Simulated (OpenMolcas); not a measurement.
**V⁴⁺ among point charges: CASSCF levels and susceptibility**

Aim: the splitting of the states of V⁴⁺ in the field of 5 point charges, its lowest levels with spin-orbit coupling and its magnetic susceptibility.

Program: OpenMolcas 26.06. Level of theory: state-averaged CASSCF, spin-orbit coupling by RASSI with atomic mean-field integrals. These are calculated values, not measurements, unless marked.

1 further run of the same task is left out (it didn't finish).

## 1. Starting point

```
Species                           : V⁴⁺ (vanadium, Z = 23, 19 electrons)
Basis                             : ANO-RCC-VTZP [6s5p3d2f1g], 59 functions
Scalar Hamiltonian                : DKH2, point nucleus
Inactive shells                   : 1s 2s 2p 3s 3p
Active space                      : 1 electron in 5 orbitals (3d)
Some configurations of this space : 3d
Orbitals                          : optimised for each spin and parity, averaged over all roots
```

Outer shells as boxes (Hund's rule):

3d
```
3d [↑ ][  ][  ][  ][  ]
```

The ion sits among 5 point charges of -2.6 e arranged as a trigonal bipyramid (D3h), 1.65 Å from the ion, with the axial distance 1.864 Å. The active orbitals were held to one l.

Each step is its own input file, run in one work folder so that later steps find the files of earlier ones. Labels, J, g values, rates, χT and fits are worked out afterwards by a script from the matrices that RASSI stores.

## 2. One- and two-electron integrals

Contents of a.inp:

```
&GATEWAY
Coord
1

V 0.0 0.0 0.0
Basis=ANO-RCC-VTZP
Group=NoSym
NoMove
AngMom=0.0 0.0 0.0
AMFI
XField
5 Angstrom 0
1.650000 0.000000 0.000000 -2.600000
-0.825000 1.428942 0.000000 -2.600000
-0.825000 -1.428942 0.000000 -2.600000
0.000000 0.000000 1.864500 -2.600000
0.000000 0.000000 -1.864500 -2.600000
&SEWARD
```

Command:

```sh
> OMP_NUM_THREADS=1 MOLCAS_MEM=1689 MOLCAS_PROJECT=a pymolcas a.inp > a.log
```

## 3. Reference wave functions, doublets, 5 roots

Contents of a.inp:

```
&RASSCF
FileOrb=start.orb
Symmetry=1
Spin=2
nActEl=1 0 0
Inactive=9
Ras2=5
CIRoot=5 5 1
SDav=5
CIMx=300
Iter=120 100
PrWF=0.3
OrbListing=Nothing
MaxOrb=0
SupSym
1
15 10 11 12 13 14 27 28 29 30 31 32 33 34 35 36
LevShft=1.5
>>> COPY $Project.JobIph JOB001
```

start.orb holds the contracted functions of the basis, ordered by shell, or the orbitals of the step before.

## 4. State interaction with spin-orbit coupling

Contents of a.inp:

```
&RASSI
NrOfJobIphs=1 5
1 2 3 4 5
IphNames
JOB001
EJob
SpinOrbit
DIPRint=1.0
SOCoupling=1000.0
Subsets=2
Property=9
'ANGMOM' 1 'ANGMOM' 2 'ANGMOM' 3 'MLTPL  1' 1 'MLTPL  1' 2 'MLTPL  1' 3
'AMFI' 1 'AMFI' 2 'AMFI' 3
SOProperty=3
'ANGMOM' 1 'ANGMOM' 2 'ANGMOM' 3
```

Before running it: what results should come out? Wanted: spin-free ground state; first state of the same spin within the active space; lowest level; next level.

**Answer**, as computed:

| quantity | value |
| --- | --- |
| method | CASSCF |
| spin-free ground state | 2E, 2-fold in its orbital part |
| first state of the same spin within the active space | 2E at 5520 cm⁻¹ |
| lowest level | 2-fold E1/2, g = 0.00, 0.18, 0.18 |
| next level | 235.0 cm⁻¹ |
| χT at 300 K | 0.35 cm³ K/mol |
| effective moment at 300 K | 1.67 μB |

**Reading.** The spin-free ground state (2E) comes to 100 % from free-ion D terms and keeps the highest spin of the shell. χT at 300 K is 0.35, against 0.38 cm³ K/mol for the spin alone; near agreement at one temperature doesn't show that the orbital moment is quenched. The field of point charges can differ much from that of real complexes. Point charges carry no covalency, so the field is a model and not that of real ligands.
